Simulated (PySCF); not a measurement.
# [IrS2]+: relaxation and vibrations of the triplet

Aim: relax [IrS2]+ as a triplet from a end-on start, check by its vibrations whether the end is a minimum, and collect its spectrum and constants.

Computed with PySCF 2.14.0. Level: PBE, basis Ir def2-SVP with ECP60, S def2-SVP, scalar-relativistic core potentials, no spin–orbit coupling, density fitting.

**1. Where the work starts**

3 atoms, charge 1, spin multiplicity 3.

Bond lengths: Ir1–S2 2.317 Å, S2–S3 2.047 Å. Angles: Ir1–S2–S3 119.9°.

```xyz
3
charge 1 multiplicity 3
Ir    0.0000    0.0000    0.0000
S     0.0000    0.0000    2.3175
S     1.7748    0.0000    3.3375
```

**2. First SCF at the start**

The steps below are one call of a driver around PySCF. For each, scf.py gives the equivalent set-up of the SCF; relaxations use the driver's own optimiser. After this first run the driver tries any further starts and a stability analysis.

scf.py

```python
from pyscf import gto, scf, dft
mol = gto.M(atom='''
Ir     0.000000     0.000000     0.000000
S      0.000000     0.000000     2.317500
S      1.774800     0.000000     3.337500''',
    basis={'Ir': 'def2-SVP', 'S': 'def2-SVP'},
    ecp={'Ir': 'def2-SVP'},
    charge=1, spin=2)
mf = dft.UKS(mol, xc='PBE')
mf.grids.atom_grid = (50, 194)
aux = {'Ir': 'def2-universal-JKFIT', 'S': 'def2-universal-JKFIT'}
mf = mf.density_fit(auxbasis=aux)
mf.conv_tol = 1e-08
mf.diis_space = 10
mf.max_cycle = 60
mf.init_guess = 'minao'
mf.verbose = 4
mf.kernel()
```

Started as:

```sh
$ OMP_NUM_THREADS=2 python axn.py task.json out
```

After this run come: Relaxing the triplet from the end-on start; Vibrations and properties at this point.

Q: Predict the outcome of this session. Wanted: minimum; geometry; wavenumbers; dipole moment; highest occupied, lowest empty level; polar-tensor charge of Ir1; zero-point energy; ⟨S²⟩.

As calculated:

```
                                          quantity                                     value
                                           minimum                               triplet, Cs
                                          geometry  Ir–S 2.124 Å, S–S 1.926 Å; Ir–S–S 114.5°
                                wavenumbers (cm⁻¹)              114 (a'), 406 (a'), 659 (a')
                    dipole moment (centre of mass)                                    1.86 D
highest occupied, lowest empty level (either spin)                         -11.85, -11.16 eV
                        polar-tensor charge of Ir1                                   +0.53 e
                                 zero-point energy                                7.1 kJ/mol
                               entropy at 298.15 K                           318.0 J/(mol K)
                                              ⟨S²⟩                                     2.040
```

The end-on start keeps its Cs symmetry and ends in a minimum. In the infrared the band at 659 cm⁻¹ (a') leads. Most of the spin sits on Ir1 (Mulliken spin 1.91, against 2 for the whole molecule). Other starts or spin states, not run here, may lie lower. One determinant may miss the lowest occupation of an open d or f shell. With an element this heavy the missing spin–orbit coupling can shift these numbers.
